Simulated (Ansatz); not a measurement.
Below is the output of a Python script on the Python package of Ansatz (0.2.0) that makes a convergence test of the plane-wave cutoff of Ti, space group P6_3/mmc. Write a script that gives it. Level of theory (first run): r2SCAN, PAW, cutoff 250 eV, 13×13×7 k-points, Fermi-Dirac smearing of 0.1 eV. The script varies cutoff (eV): 250, 300, 350, 400.

The script reads `ti.xyz`:
```text
2
Lattice="2.95 0.0 0.0 -1.475 2.55477494 0.0 0.0 0.0 4.68" Properties=species:S:1:pos:R:3 pbc="T T T"
Ti   -0.00000000    1.70318329    1.17000000
Ti    1.47500000    0.85159165    3.51000000
```

```console
$ python run_ecut.py
DeckWarning: basis.ecutwfc = 250 eV is below the records' recommended 500 eV, and the density's cutoff is lower with it unless basis.ecutrho_ratio is high enough to keep the records' density cutoff: compare with a run at a higher cutoff
DeckWarning: basis.ecutwfc = 300 eV is below the records' recommended 500 eV, and the density's cutoff is lower with it unless basis.ecutrho_ratio is high enough to keep the records' density cutoff: compare with a run at a higher cutoff
DeckWarning: basis.ecutwfc = 350 eV is below the records' recommended 500 eV, and the density's cutoff is lower with it unless basis.ecutrho_ratio is high enough to keep the records' density cutoff: compare with a run at a higher cutoff
DeckWarning: basis.ecutwfc = 400 eV is below the records' recommended 500 eV, and the density's cutoff is lower with it unless basis.ecutrho_ratio is high enough to keep the records' density cutoff: compare with a run at a higher cutoff
|   cutoff (eV) |   F/atom (eV) |   iterations |   P (GPa) |   max component (eV/A) |   plane waves |
|---------------|---------------|--------------|-----------|------------------------|---------------|
|           250 |    -2503.4662 |            9 |   -4.6423 |                 0.0000 |           313 |
|           300 |    -2504.2659 |            8 |   -2.5653 |                 0.0000 |           403 |
|           350 |    -2504.3733 |            8 |   -2.0492 |                 0.0000 |           537 |
|           400 |    -2504.3802 |            8 |   -2.0373 |                 0.0000 |           627 |
ansatz_job: 250: +913.99 meV/atom
ansatz_job: 300: +114.33 meV/atom
ansatz_job: 350: +6.94 meV/atom
```
(Warnings from the package without file and line.)

One script that gives this output:

The script, `run_ecut.py`:
```python
# -*- coding: utf-8 -*-
"""Cutoff test for Ti."""

import logging
import sys

import ansatz as az
from tabulate import tabulate

logging.basicConfig(stream=sys.stdout, format="%(name)s: %(message)s")
logger = logging.getLogger("ansatz_job")
logger.setLevel(logging.INFO)


def main():
    xtal = az.Crystal.from_extxyz("ti.xyz")

    setup = (
        xtal.calculation()
        .functional(az.Functional.R2SCAN)
        .kpoints(13, 13, 7, center="gamma")
        .occupations("fermi_dirac", width=0.1)
        .scf(tolerance=1e-10)
        .forces()
        .stress()
    )

    rows = []
    for value in [250, 300, 350, 400]:
        summary = setup.basis(value).run(threads=1, pin="off").report
        rows.append((value, summary["free_energy_ev"] / len(summary["lattice"]["sites"]), summary["n_iterations"], sum(summary["stress_gpa"][i][i] for i in range(3)) / 3, max(abs(f) for row in summary["forces_ev_ang"] for f in row), summary["n_pw"]))

    print(tabulate(rows, headers=["cutoff (eV)", "F/atom (eV)", "iterations", "P (GPa)", "max component (eV/A)", "plane waves"], floatfmt=".4f", tablefmt="github"))

    # the last row is the reference
    for row in rows[:-1]:
        shift = 1000 * (row[1] - rows[-1][1])
        logger.info(f"{row[0]}: {shift:+.2f} meV/atom" + ("  (within 2 meV)" if abs(shift) < 2 else ""))


if __name__ == "__main__":
    main()
```

Notes:
- Forces vanish by symmetry here and test nothing.
- Pressure is positive in compression.
- Shifts are counted from the last row, which is itself no proven limit.
- Hardware and time: 12 s on 1 thread of Intel(R) Xeon(R) Processor @ 2.30GHz, with other jobs on the host, peak memory 0.56 GiB.
